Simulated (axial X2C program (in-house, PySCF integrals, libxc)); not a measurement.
**MoNa: from the state search to constants**

What are the state, bond length, wavenumber and bond energy of MoNa, and what does spin–orbit coupling change?

Program: an in-house X2C program for linear molecules on PySCF integrals. Level of theory: all-electron X2C, Mo dyall-cv3z, Na dyall-cv3z. These are calculated values, not measurements.

## (1) Set-up

File task.json:

```json
{
 "zs": [
  42,
  11
 ],
 "q": 0,
 "bas": [
  "dyall-cv3z",
  "dyall-cv3z"
 ],
 "levels": [
  "PBE0",
  "HF",
  "M06"
 ],
 "cc": true,
 "r0": 2.93,
 "thr": -1.0,
 "nmax": 90,
 "npts": 10,
 "nst": 2,
 "ntry": 6
}
```

Keys: zs atomic numbers; q charge; bas basis sets; levels methods (HF also brings MP2); cc coupled cluster on or off; r0 starting distance in Å; thr threshold in hartree for freezing inner shells (an s shell follows its p shell); nmax most natural virtual spinors; npts points asked for on the curve; nst determinants followed; ntry starts of the search.

Started as:

```sh
$ python so2c.py task.json out
```

Spin-free means the one-electron spin-free X2C Hamiltonian; two-component (2c) means X2C with spin–orbit coupling and atomic mean-field two-electron Coulomb and Gaunt terms. Basis: Mo dyall-cv3z contracted to [11s12p9d5f3g], Na dyall-cv3z contracted to [9s8p5d2f]; Gaussian nuclei, density fitting. Masses: Mo 97.905 u, Na 22.990 u.

Notation: σ, π±, δ± give the projection m of an orbital's angular momentum (0, ±1, ±2), α and β its spin, Λ and M_S the sums; ω is the projection of a spinor's total angular momentum and Ω the sum. Logs are in hartree.

The results follow Hamiltonian by Hamiltonian and level by level.

## (2) State search with PBE0

PBE0 moves the distance from 2.930 Å to 3.065 Å and compares determinants there.

Spin-free determinants:

```csv
ΔE (eV),state,open shells
0.00,"M_S = 5/2, Λ = 0","beyond closed shells: σα, π+α, π-α, δ+α, δ-α"
0.70,"M_S = 7/2, Λ = 0","beyond closed shells: 3 × σα, π+α, π-α, δ+α, δ-α"
1.58,"M_S = 3/2, Λ = 0","beyond closed shells: σβ, π+α, π-α, δ+α, δ-α"
1.76,"M_S = 7/2, Λ = 1","beyond closed shells: 2 × σα, 2 × π+α, π-α, δ+α, δ-α"
2.11,"M_S = 5/2, Λ = 1","beyond closed shells: 2 × σα, π+α, π+β, π-α, δ+α, δ-α"
2.25,"M_S = 3/2, Λ = 1","beyond closed shells: π+α, δ+α, δ-α"
2.34,"M_S = 3/2, Λ = 2","beyond closed shells: π+α, π-α, δ+α"
```

Two-component determinants:

| ΔE (eV) | state | open shells |
| --- | --- | --- |
| 0.00 | Ω = 5/2 | excess of +ω over −ω: ω = 5/2 |
| 0.70 | Ω = 7/2 | excess of +ω over −ω: 2 × ω = 1/2, ω = 5/2 |
| 1.58 | Ω = 3/2 | excess of +ω over −ω: 2 × ω = -1/2, ω = 5/2 |
| 1.79 | Ω = 9/2 | excess of +ω over −ω: ω = 1/2, ω = 3/2, ω = 5/2 |
| 1.93 | Ω = 3/2 | excess of +ω over −ω: ω = 1/2, ω = -3/2, ω = 5/2 |
| 2.04 | Ω = 3/2 | excess of +ω over −ω: ω = 3/2 |
| 2.12 | Ω = 3/2 | excess of +ω over −ω: ω = 1/2, ω = -3/2, ω = 5/2 |

## (3) PBE0, spin-free

State followed: M_S = 5/2, Λ = 0 (beyond closed shells: σα, π+α, π-α, δ+α, δ-α). The scan is laid around 3.065 Å, a first estimate of the minimum, and this SCF restarts from the orbitals of the search.

The SCF at the reference distance of 3.065 Å:

```text
spin-free X2C-1e  PBE0
basis functions 226  fitting functions 1006  grid points 5087
iter        total energy     max residual
   1      -4210.512317379     6.05e-05
   2      -4210.512317399     4.82e-05
   3      -4210.512317414     6.70e-06
   4      -4210.512317415     7.97e-06
converged
one-electron -5974.00632808  Coulomb 1822.66654240  exact exchange -34.17667751  xc functional -104.76090201  nuclear repulsion 79.76504778
```

Along the bond, energies from the lowest point:

```csv
R (Å),E (eV),μ (D),HOMO (eV),LUMO (eV),iterations
2.667,0.1752,2.07,-3.93,-1.45,31
2.789,0.0735,2.20,-3.92,-1.48,22
2.881,0.0290,2.29,-3.92,-1.50,19
2.973,0.0061,2.36,-3.91,-1.52,17
3.065,0.0000,2.42,-3.90,-1.54,4
3.172,0.0084,2.48,-3.89,-1.56,17
3.280,0.0300,2.51,-3.88,-1.58,15
3.417,0.0699,2.52,-3.86,-1.61,16
3.586,0.1296,2.50,-3.85,-1.63,14
```

Dipoles are positive if Na is the positive end.

Outer orbitals at the reference distance:

```
symmetry  occupied  ε (eV)              atomic character
     π-β       yes  -31.84                     100% Na p
     π+β       yes  -31.84                     100% Na p
      σβ       yes  -31.82                     100% Na p
     π-α       yes  -31.80                     100% Na p
     π+α       yes  -31.80                     100% Na p
      σα       yes  -31.80                     100% Na p
      σα       yes   -5.42    91% Mo d, 4% Na s, 3% Mo s
     π+α       yes   -5.36                      98% Mo d
     π-α       yes   -5.36                      98% Mo d
     δ-α       yes   -5.34                     100% Mo d
     δ+α       yes   -5.34                     100% Mo d
      σα       yes   -4.90  64% Mo s, 16% Na s, 11% Na p
      σβ       yes   -3.90   57% Na s, 29% Mo s, 8% Mo p
      σα        no   -1.54  44% Mo p, 40% Na s, 10% Na p
      σβ        no   -1.29  52% Na p, 24% Mo s, 11% Na s
     π+α        no   -0.72   68% Mo p, 30% Na p, 2% Na d
     π-α        no   -0.72   68% Mo p, 30% Na p, 2% Na d
```

PBE0 fields in the half plane through the axis: z from -2.4 to 5.4 Å across, distance from the axis 0.15 to 2.25 Å upwards; Mo lies at z = 0 and Na at z = 3.065 Å; the ELF is damped to zero where the density is low.

log10 density (e/bohr³). Ten even steps from ' ' (-4.11 ) to '@' (1.66 ):
```
    ........::::::::::::::::::::..............        
  ......::::::::::::::::::::::::::::::..........      
  ....::::----------------::::::::::::::::........    
....::::------======------------::::::::::::::......  
..::::----====++++++====------------------::::......  
..::::--====++******++====--------==++====--::::......
..::----==++**######**++====----==******++==::::......
..::----==++**%%@@%%**++====--==++##%%##**==--::......
```

ELF. Ten even steps from ' ' (0.00 ) to '@' (0.88 ):
```
      ..::::----------====**##%%@@@@%%%%##++--..      
    ..::::----------====++##%%@@@@@@%%%%%%##**==..    
  ..::::--------------==++##%%@@%%++------++****==..  
  ..::------------------++##%%##--..      ..--****--..
....::------====++==----==**##--            ..--**++::
..::::::--==++##%%##++----++++    ::++++::    ..++**--
..::::::--++%%##--##%%==--++--  ::%%@@@@##..  ..--**==
..::::::--**%%--**--%%++--++::  **@@::@@@@--    --**==
```

Re = 3.059 Å, ωe = 149.6 cm⁻¹, Be = 0.09673 cm⁻¹, De = 0.624 eV, μ = 2.42 D.

## (4) HF, spin-free

The SCF at the reference distance of 3.065 Å:

```text
spin-free X2C-1e  HF
basis functions 226  fitting functions 1006  grid points 5087
iter        total energy     max residual
   1      -4208.281447927     3.89e-01
   2      -4208.305037106     7.45e-03
   3      -4208.307689437     2.65e-02
   4      -4208.308621506     1.32e-02
   5      -4208.308911618     1.17e-03
   6      -4208.309012829     4.14e-03
   7      -4208.309030017     1.65e-03
   8      -4208.309032918     8.51e-05
   9      -4208.309033429     2.60e-04
  10      -4208.309033611     1.25e-04
  11      -4208.309033673     1.77e-05
  12      -4208.309033691     3.48e-05
  13      -4208.309033695     1.51e-05
  14      -4208.309033696     1.79e-06
converged
one-electron -5973.18872982  Coulomb 1821.93761157  exact exchange -136.82296322  xc functional 0.00000000  nuclear repulsion 79.76504778
```

No constants are quoted: the lowest point is the long end of the scan.

## (5) M06, spin-free

Output at 3.065 Å:

```text
spin-free X2C-1e  M06
basis functions 226  fitting functions 1006  grid points 5087
iter        total energy     max residual
   1      -4210.898024611     3.04e-01
   2      -4210.914627108     2.22e-02
   3      -4210.919295702     1.38e-01
   4      -4210.922182399     4.56e-02
   5      -4210.922561990     3.68e-02
   6      -4210.923015452     1.11e-02
   7      -4210.923035276     7.26e-03
   8      -4210.923070061     1.55e-03
   9      -4210.923073148     1.81e-03
  10      -4210.923075254     2.92e-04
  11      -4210.923076300     4.15e-04
  12      -4210.923076706     2.27e-04
  13      -4210.923076786     7.36e-05
  14      -4210.923076799     1.84e-05
  15      -4210.923076801     2.10e-05
  16      -4210.923076801     1.70e-06
converged
one-electron -5974.33253177  Coulomb 1823.00452793  exact exchange -36.90846371  xc functional -102.45165704  nuclear repulsion 79.76504778
```

Re = 2.934 Å, ωe = 174.3 cm⁻¹, Be = 0.1052 cm⁻¹, De = 1.38 eV, μ = 5.82 D.

## (6) MP2 and beyond, spin-free

Correlated methods: 7 electrons correlated (frozen shells, counted by type: Mo 4 s, 3 p, 1 d; Na 2 s, 1 p), 315 virtual spinors in MP2, 88 natural virtuals in coupled cluster.

Output of the correlated part at 3.065 Å:

```text
correlated 7  virtual 315  natural virtual 88  E(MP2) -0.095791172  MP2 remainder -0.001222931
iter   CCSD correlation   residual
   1     -0.102745984   1.09e-01
   2     -0.107691878   6.76e-02
   3     -0.109665412   3.67e-02
   4     -0.110509880   1.73e-02
   5     -0.110793507   6.21e-03
   6     -0.110821139   2.38e-03
   7     -0.110827145   9.17e-04
   8     -0.110827409   3.29e-04
   9     -0.110828903   1.20e-04
  10     -0.110828754   5.21e-05
  11     -0.110828976   1.97e-05
  12     -0.110829012   9.17e-06
  13     -0.110829099   4.38e-06
  14     -0.110829104   2.01e-06
(T) -0.004742345  T1 0.0988  D1 0.2547  max T2 0.090
```

T1 in the output is the amplitude norm over the root of the electron number; divide by √2 for the Lee–Taylor value.

MP2: No constants are quoted: the reference is strongly spin-contaminated.

CCSD: Re = 3.048 Å, ωe = 154.5 cm⁻¹, ωexe = 1.01 cm⁻¹, Be = 0.09744 cm⁻¹, De = 0.601 eV. T1 at Re = 0.070 (Lee–Taylor, the printed value over √2).

CCSD(T): Re = 3.022 Å, ωe = 160.8 cm⁻¹, ωexe = 0.995 cm⁻¹, Be = 0.09917 cm⁻¹, De = 0.664 eV. T1 at Re = 0.071 (Lee–Taylor, the printed value over √2).

## (7) A higher determinant, spin-free

State: M_S = 7/2, Λ = 0 (beyond closed shells: 3 × σα, π+α, π-α, δ+α, δ-α).

Output at the reference distance:

```text
spin-free X2C-1e  PBE0
basis functions 226  fitting functions 1006  grid points 5087
iter        total energy     max residual
   1      -4210.486510811     7.39e-05
   2      -4210.486510891     2.95e-05
   3      -4210.486510913     1.62e-05
   4      -4210.486510916     5.93e-06
converged
one-electron -5972.66397634  Coulomb 1821.36380744  exact exchange -34.18627894  xc functional -104.76511086  nuclear repulsion 79.76504778
```

```csv
R (Å),E above the lowest PBE0 point (eV)
2.667,1.040
2.789,0.894
2.881,0.813
2.973,0.750
3.065,0.702
3.172,0.660
3.280,0.631
3.417,0.605
3.586,0.588
```

No constants are quoted: the lowest point is the long end of the scan.

## (8) The spin-free curves together

Energy (eV) of the followed determinant, spin-free, from each level's lowest point:

```csv
R (Å),PBE0,HF,MP2 (spin-contaminated),CCSD,CCSD(T),M06
2.667,0.175,0.415,0.221,n/a,n/a,0.094
2.789,0.073,0.267,0.106,0.071,0.059,0.024
2.881,0.029,0.187,0.053,0.027,0.018,0.002
2.973,0.006,0.126,0.020,0.005,0.001,0.000
3.065,0.000,0.082,0.003,0.000,0.000,0.015
3.172,0.008,0.046,0.000,0.011,0.016,0.047
3.280,0.030,0.023,0.009,0.034,0.044,0.093
3.417,0.070,0.006,0.032,0.077,0.092,0.166
3.586,0.130,0.000,0.070,n/a,n/a,0.268
```

## (9) PBE0, 2c

State followed: Ω = 5/2 (excess of +ω over −ω: ω = 5/2). The scan is laid around 3.065 Å, a first estimate of the minimum, and this SCF restarts from the orbitals of the search.

The SCF at the reference distance of 3.065 Å:

```text
two-component X2C + atomic mean field  PBE0
basis functions 226  fitting functions 1006  grid points 5087
iter        total energy     max residual
   1      -4208.893094401     4.96e-05
   2      -4208.893094401     2.32e-05
   3      -4208.893094406     5.43e-06
converged
one-electron -5969.68343022  Coulomb 1821.81444891  exact exchange -34.16121045  xc functional -104.71418674  nuclear repulsion 79.76504778  atomic mean-field constant -1.91376369
```

Along the bond, energies from the lowest point:

```csv
R (Å),E (eV),μ (D),HOMO (eV),LUMO (eV),iterations
2.667,0.1750,2.07,-3.93,-1.45,30
2.789,0.0734,2.20,-3.92,-1.48,21
2.881,0.0290,2.29,-3.92,-1.50,19
2.973,0.0061,2.36,-3.91,-1.52,17
3.065,0.0000,2.42,-3.90,-1.54,3
3.172,0.0084,2.48,-3.89,-1.56,17
3.280,0.0300,2.51,-3.88,-1.58,15
3.417,0.0699,2.52,-3.86,-1.61,16
3.586,0.1296,2.50,-3.85,-1.63,14
```

Dipoles are positive if Na is the positive end.

Outer spinors at the reference distance:

```csv
ω,occupied,ε (eV),atomic character,λ mixture
1/2,yes,-31.93,100% Na p,"77% π, 23% σ"
-1/2,yes,-31.91,100% Na p,"61% π, 39% σ"
-3/2,yes,-31.78,100% Na p,100% π
-1/2,yes,-31.75,100% Na p,"61% σ, 39% π"
1/2,yes,-31.75,100% Na p,"77% σ, 23% π"
3/2,yes,-31.74,100% Na p,100% π
-3/2,yes,-5.43,100% Mo d,100% δ
1/2,yes,-5.43,"91% Mo d, 4% Na s, 3% Mo s",100% σ
-1/2,yes,-5.41,98% Mo d,100% π
3/2,yes,-5.32,98% Mo d,100% π
5/2,yes,-5.27,100% Mo d,100% δ
1/2,yes,-4.90,"65% Mo s, 16% Na s, 11% Na p",100% σ
-1/2,yes,-3.90,"57% Na s, 29% Mo s, 8% Mo p",100% σ
1/2,no,-1.54,"44% Mo p, 40% Na s, 10% Na p",100% σ
-1/2,no,-1.29,"52% Na p, 24% Mo s, 11% Na s",100% σ
-1/2,no,-0.74,"69% Mo p, 29% Na p, 2% Na d",100% π
3/2,no,-0.69,"67% Mo p, 30% Na p, 2% Na d",100% π
```

PBE0 fields in the half plane through the axis: z from -2.4 to 5.4 Å across, distance from the axis 0.15 to 2.25 Å upwards; Mo lies at z = 0 and Na at z = 3.065 Å; the ELF is damped to zero where the density is low.

log10 density (e/bohr³). Ten even steps from '0' (-4.11 ) to '9' (1.66 ):
```
001111222222222211111110000
011122222222222222211111000
011223333333322222222111100
112233344433333322222221110
122334455544333333333221110
122344566654433334544322111
123345677765443346665422111
123345689865443457876432111
```

ELF. Ten even steps from '0' (0.00 ) to '9' (0.88 ):
```
000122333334467899887531000
001223333344578999888764100
012233333334578985333566410
012333333333578731000136631
112233445433467300000013652
122234578753355002552001563
122235873784353028997101364
122236836385352069299300364
```

Re = 3.059 Å, ωe = 149.6 cm⁻¹, Be = 0.09673 cm⁻¹, De = 0.624 eV, μ = 2.42 D.

## (10) HF, 2c

Output at 3.065 Å:

```text
two-component X2C + atomic mean field  HF
basis functions 226  fitting functions 1006  grid points 5087
iter        total energy     max residual
   1      -4206.662539018     3.88e-01
   2      -4206.686127324     7.20e-03
   3      -4206.688781648     2.65e-02
   4      -4206.689716207     1.32e-02
   5      -4206.690008363     1.20e-03
   6      -4206.690110574     4.15e-03
   7      -4206.690128039     1.66e-03
   8      -4206.690131035     8.69e-05
   9      -4206.690131591     2.75e-04
  10      -4206.690131802     1.36e-04
  11      -4206.690131875     1.93e-05
  12      -4206.690131896     3.68e-05
  13      -4206.690131901     1.67e-05
  14      -4206.690131902     1.98e-06
converged
one-electron -5968.86475104  Coulomb 1821.08451404  exact exchange -136.76117899  xc functional 0.00000000  nuclear repulsion 79.76504778  atomic mean-field constant -1.91376369
```

No constants are quoted: the lowest point is the long end of the scan.

## (11) M06, 2c

Output at 3.065 Å:

```text
two-component X2C + atomic mean field  M06
basis functions 226  fitting functions 1006  grid points 5087
iter        total energy     max residual
   1      -4209.279126040     3.03e-01
   2      -4209.295845443     2.20e-02
   3      -4209.300518460     1.37e-01
   4      -4209.303408594     4.56e-02
   5      -4209.303795758     3.66e-02
   6      -4209.304247474     1.10e-02
   7      -4209.304267395     7.09e-03
   8      -4209.304301588     1.57e-03
   9      -4209.304304900     1.79e-03
  10      -4209.304307147     3.27e-04
  11      -4209.304308341     4.30e-04
  12      -4209.304308697     1.99e-04
  13      -4209.304308775     5.28e-05
  14      -4209.304308793     3.02e-05
  15      -4209.304308799     3.48e-05
  16      -4209.304308801     3.44e-06
converged
one-electron -5970.00676917  Coulomb 1822.14904089  exact exchange -36.89154940  xc functional -102.40631521  nuclear repulsion 79.76504778  atomic mean-field constant -1.91376369
```

Re = 2.934 Å, ωe = 174.0 cm⁻¹, Be = 0.1052 cm⁻¹, De = 1.38 eV, μ = 5.82 D.

## (12) Correlated methods, 2c

Correlated methods: 7 electrons correlated (frozen shells, counted by type: Mo 4 s, 3 p, 1 d; Na 2 s, 1 p), 315 virtual spinors in MP2, 88 natural virtuals in coupled cluster.

Output of the correlated part at 3.065 Å:

```text
correlated 7  virtual 315  natural virtual 88  E(MP2) -0.095799912  MP2 remainder -0.001233474
iter   CCSD correlation   residual
   1     -0.102743546   1.09e-01
   2     -0.107684789   6.76e-02
   3     -0.109655044   3.66e-02
   4     -0.110498573   1.73e-02
   5     -0.110782258   6.21e-03
   6     -0.110810026   2.38e-03
   7     -0.110816014   9.20e-04
   8     -0.110816270   3.31e-04
   9     -0.110817763   1.22e-04
  10     -0.110817610   5.34e-05
  11     -0.110817838   2.02e-05
  12     -0.110817874   9.41e-06
  13     -0.110817962   4.45e-06
  14     -0.110817966   2.03e-06
(T) -0.004737543  T1 0.0987  D1 0.2546  max T2 0.091
```

MP2: No constants are quoted: the reference is strongly spin-contaminated.

CCSD: Re = 3.048 Å, ωe = 153.9 cm⁻¹, ωexe = 1.16 cm⁻¹, Be = 0.09747 cm⁻¹, De = 0.601 eV. T1 at Re = 0.070 (Lee–Taylor, the printed value over √2).

CCSD(T): Re = 3.021 Å, ωe = 160.2 cm⁻¹, ωexe = 1.34 cm⁻¹, Be = 0.09922 cm⁻¹, De = 0.664 eV. T1 at Re = 0.071 (Lee–Taylor, the printed value over √2).

## (13) A higher determinant, 2c

State: Ω = 7/2 (excess of +ω over −ω: 2 × ω = 1/2, ω = 5/2).

Output at the reference distance:

```text
two-component X2C + atomic mean field  PBE0
basis functions 226  fitting functions 1006  grid points 5087
iter        total energy     max residual
   1      -4208.867249216     3.33e-05
   2      -4208.867249218     2.19e-05
   3      -4208.867249221     3.98e-06
converged
one-electron -5968.33890235  Coulomb 1820.50951728  exact exchange -34.17079352  xc functional -104.71835472  nuclear repulsion 79.76504778  atomic mean-field constant -1.91376369
```

```csv
R (Å),E above the lowest PBE0 point (eV)
2.667,1.041
2.789,0.895
2.881,0.814
2.973,0.751
3.065,0.703
3.172,0.661
3.280,0.632
3.417,0.606
3.586,0.589
```

No constants are quoted: the lowest point is the long end of the scan.

## (14) The 2c curves together

Energy (eV) of the followed determinant, 2c, from each level's lowest point:

```csv
R (Å),PBE0,HF,MP2 (spin-contaminated),CCSD,CCSD(T),M06
2.667,0.175,0.415,0.221,n/a,n/a,0.095
2.789,0.073,0.267,0.106,0.068,0.056,0.024
2.881,0.029,0.187,0.053,0.026,0.018,0.002
2.973,0.006,0.126,0.020,0.005,0.001,0.000
3.065,0.000,0.082,0.003,0.000,0.000,0.015
3.172,0.008,0.046,0.000,0.011,0.016,0.047
3.280,0.030,0.023,0.009,0.034,0.044,0.092
3.417,0.070,0.006,0.032,0.078,0.094,0.165
3.586,0.130,0.000,0.070,n/a,n/a,0.267
```

Time for the job: 3.4 min (1 thread of AMD EPYC 7B13 (Zen 3), shared host); peak memory 0.53 GiB.

## (15) What came out

Lowest determinant that the search found at its distance, spin-free: M_S = 5/2, Λ = 0 (beyond closed shells: σα, π+α, π-α, δ+α, δ-α).

Lowest determinant that the search found at its distance, 2c: Ω = 5/2 (excess of +ω over −ω: ω = 5/2).

```tsv
Hamiltonian	level	Re (Å)	ωe (cm⁻¹)	De (eV)	μ (D)
spin-free	PBE0	3.059	149.6	0.624	2.42
spin-free	CCSD	3.048	154.5	0.601	n/a
spin-free	CCSD(T)	3.022	160.8	0.664	n/a
spin-free	M06	2.934	174.3	1.38	5.82
2c	PBE0	3.059	149.6	0.624	2.42
2c	CCSD	3.048	153.9	0.601	n/a
2c	CCSD(T)	3.021	160.2	0.664	n/a
2c	M06	2.934	174.0	1.38	5.82
```

Dipoles are positive if Na is the positive end. No constants: spin-free HF (the lowest point is the long end of the scan); spin-free MP2 (the reference is strongly spin-contaminated); 2c HF (the lowest point is the long end of the scan); 2c MP2 (the reference is strongly spin-contaminated).

Time per point (s) on 1 thread of AMD EPYC 7B13 (Zen 3), shared host (2c runs; CCSD comes with the CCSD(T) run); the times are rough: PBE0 1.2, CCSD(T) 3.5, M06 2.

At CCSD(T), going from spin-free to two-component changes Re by -1 mÅ, ωe by -0.4 %; the spin-free picture holds up (part of it comes from the scalar share of the two-electron terms). De moves by 0.00 eV; both De rest on single-determinant atoms, which can miss part of an open shell's spin–orbit lowering.

De refers to Mo + Na, each in the lowest determinant found, which need not be this curve's own limit. The state is a single determinant with fixed occupations, the lowest that a limited PBE0 search found. Dissociation energies refer to the lowest single-determinant-based atoms at the same level and basis. Density functionals use the spin component along the axis (collinear). CCSD and (T) use frozen natural virtuals with an MP2 correction for the truncation. The meta-GGAs lack a current-density term, which matters for open shells with orbital currents, atoms included. With several unpaired electrons one determinant need not be a pure state. The spin-free determinant is spin-contaminated at some levels. With the outer-core shells frozen, correlated bond lengths of heavy atoms tend to come out a few hundredths of an ångström too long. T1 at Re is 0.071 (Lee–Taylor), above the customary mark of 0.02.
